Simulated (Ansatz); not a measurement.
# CH3GaOS: how energies converge with the basis set

An exercise on one series of results from a longer session: the logs are not shown, and one member is left open.

Method: one geometry, several basis sets; program: Ansatz 0.2.0, Gaussian basis.

The runs, in order: PBE0-D4/def2-SVP; ωB97M-V/def2-SVP; PBE0-D4/def2-QZVPP; ωB97M-V/def2-QZVPP; the functionals' def2-TZVPP values are taken from earlier runs.

### The relaxed structure

The geometry comes from an earlier relaxation with PBE0-D4 in a triple-zeta def2 set; it is a stationary point, not always the lowest conformer.

SMILES `[OH][Ga]1[CH2][S]1`, 7 atoms, charge 0, spin multiplicity 1.

Atoms are counted from 1 here; the program's logs count them from 0.

Bond lengths: O1–Ga2 1.759 Å, O1–H5 0.961 Å, Ga2–C3 1.922 Å, Ga2–S4 2.159 Å, C3–S4 1.910 Å, C3–H6 1.086 Å, C3–H7 1.086 Å. Angles: Ga2–O1–H5 113.3°, O1–Ga2–C3 162.2°, O1–Ga2–S4 142.3°, C3–Ga2–S4 55.5°, Ga2–C3–S4 68.6°, Ga2–C3–H6 120.7°, Ga2–C3–H7 120.7°, S4–C3–H6 112.7°, S4–C3–H7 112.7°, H6–C3–H7 112.8°, Ga2–S4–C3 56.0°.

The first run:

in.yaml reads:

```yaml
crystal:
  periodic: [false, false, false]
  atoms:
    - {symbol: O, position_ang: [-1.927479, 0.829639, -1.124026]}
    - {symbol: Ga, position_ang: [-0.592746, 0.014532, -0.318291]}
    - {symbol: C, position_ang: [1.061533, -0.317186, 0.603145]}
    - {symbol: S, position_ang: [0.106790, -1.939357, 0.276713]}
    - {symbol: H, position_ang: [-1.816780, 1.782534, -1.172669]}
    - {symbol: H, position_ang: [2.008505, -0.275106, 0.073946]}
    - {symbol: H, position_ang: [1.160185, -0.095056, 1.661182]}
basis:
  gaussian: {orbitals: def2-SVP}
hamiltonian: {xc: pbe0, dispersion: d4}
output: {orbitals: {seedname: orbitals}}
```

Run with:

```
$ ansatz run in.yaml --threads 2 --pin off --events-out ev --progress --plain --max-ram 32768MiB --backend cpu
```

Among the steps run: PBE0-D4 in def2-SVP; ωB97M-V in def2-SVP; PBE0-D4 in def2-QZVPP; ωB97M-V in def2-QZVPP.

One of the session's tables, all rows but one given; the rest of the session is left out.

It belongs to the step «Functionals by basis». 

| functional | basis | HOMO (eV) |
| --- | --- | --- |
| PBE0-D4 | def2-SVP | -6.72 |
| PBE0-D4 | def2-TZVPP | -6.79 |
| PBE0-D4 | def2-QZVPP | -6.82 |
| ωB97M-V | def2-SVP | -8.78 |
| ωB97M-V | def2-TZVPP | -8.88 |
| ωB97M-V | def2-QZVPP | ? |

Q: Estimate the row for ωB97M-V, def2-QZVPP from the others.

The run gave: HOMO (eV): -8.92. In the column «HOMO (eV)» it is the lowest.
